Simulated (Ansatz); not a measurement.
Working through an equation of state with a fit of N, space group Fm-3m

With Ansatz's Python interface.

The cells in order, each with its output:

```python
import ansatz as az
import numpy as np
```

```python
VECTORS = np.array([
    [0.0, 1.55381, 1.55381],
    [1.55381, 0.0, 1.55381],
    [1.55381, 1.55381, 0.0],
])
SITES = [
    ('N', [0.0, 0.0, 0.0]),
]
```

```python
def make_crystal(cell):
    crystal = az.Crystal(lattice=az.Lattice.of(cell))
    for symbol, position in SITES:
        crystal = crystal.atom(symbol, position)
    return crystal
```

```python
# uniform scaling of the cell
volumes, energies, pressures = [], [], []
for scale in np.linspace(0.88, 1.12, 7):
    cell = VECTORS * scale ** (1 / 3)
    calculation = (
        make_crystal(cell).calculation()
        .functional('r2SCAN')
        .occupations('gaussian', width=0.15)
        .pseudopotentials('paw')
        .basis(600)
        .kpoints(13, 13, 13)
        .stress()
    )
    r = calculation.run(threads=1, pin='off').report
    volumes.append(abs(np.linalg.det(cell)) / len(SITES))
    energies.append(r['free_energy_ev'] / len(SITES))
    pressures.append(np.trace(r['stress_gpa']) / 3)
    print(f'V = {volumes[-1]:8.4f} A^3/atom  F = {energies[-1]:.5f} eV/atom  P = {pressures[-1]:8.3f} GPa')

# third-order Birch-Murnaghan: a cubic in V^(-2/3)
x = np.array(volumes) ** (-2 / 3)
poly = np.polynomial.Polynomial.fit(x, energies, 3).convert()
roots = poly.deriv().roots()
x0 = min((r.real for r in roots if abs(r.imag) < 1e-9 and poly.deriv(2)(r.real) > 0), key=lambda r: abs(r - x.mean()))
v0 = x0 ** -1.5
b0 = 4 / 9 * poly.deriv(2)(x0) * v0 ** (-7 / 3) * 160.21766
b1 = 4 + 2 / 3 * x0 * poly.deriv(3)(x0) / poly.deriv(2)(x0)
print(f'V0 = {v0:.4f} A^3/atom, B0 = {b0:.1f} GPa, dB/dP = {b1:.2f}')
```

    V =   6.6025 A^3/atom  F = -379.88456 eV/atom  P =   32.771 GPa
    V =   6.9026 A^3/atom  F = -379.93326 eV/atom  P =   19.679 GPa
    V =   7.2027 A^3/atom  F = -379.96000 eV/atom  P =    9.282 GPa
    V =   7.5028 A^3/atom  F = -379.96934 eV/atom  P =    0.974 GPa
    V =   7.8029 A^3/atom  F = -379.96448 eV/atom  P =   -5.968 GPa
    V =   8.1030 A^3/atom  F = -379.94765 eV/atom  P =  -11.836 GPa
    V =   8.4031 A^3/atom  F = -379.92076 eV/atom  P =  -16.722 GPa
    V0 = 7.5389 A^3/atom, B0 = 188.5 GPa, dB/dP = 3.92

A third-order Birch-Murnaghan fit through the 7 points has its minimum at 7.54 Å³ an atom, 0.5 % above the typed cell, with a bulk modulus of 188 GPa. From that minimum the energy rises by 85.0 meV an atom on the compressed side and 48.8 meV on the expanded side.

Absolute energies stand on the zero of these potentials, so only differences at equal settings mean something. The mesh is modest for a metal, so energies can be off by several to tens of meV an atom and pressures by half a GPa or more; differences at equal mesh fare better. No spin polarisation was allowed. Pressure is positive in compression. This isn't the structure that N takes at ambient conditions. Wall time of the script: 6 s on 1 thread of Arm Neoverse V2, with other jobs on the host, peak memory 0.34 GiB.
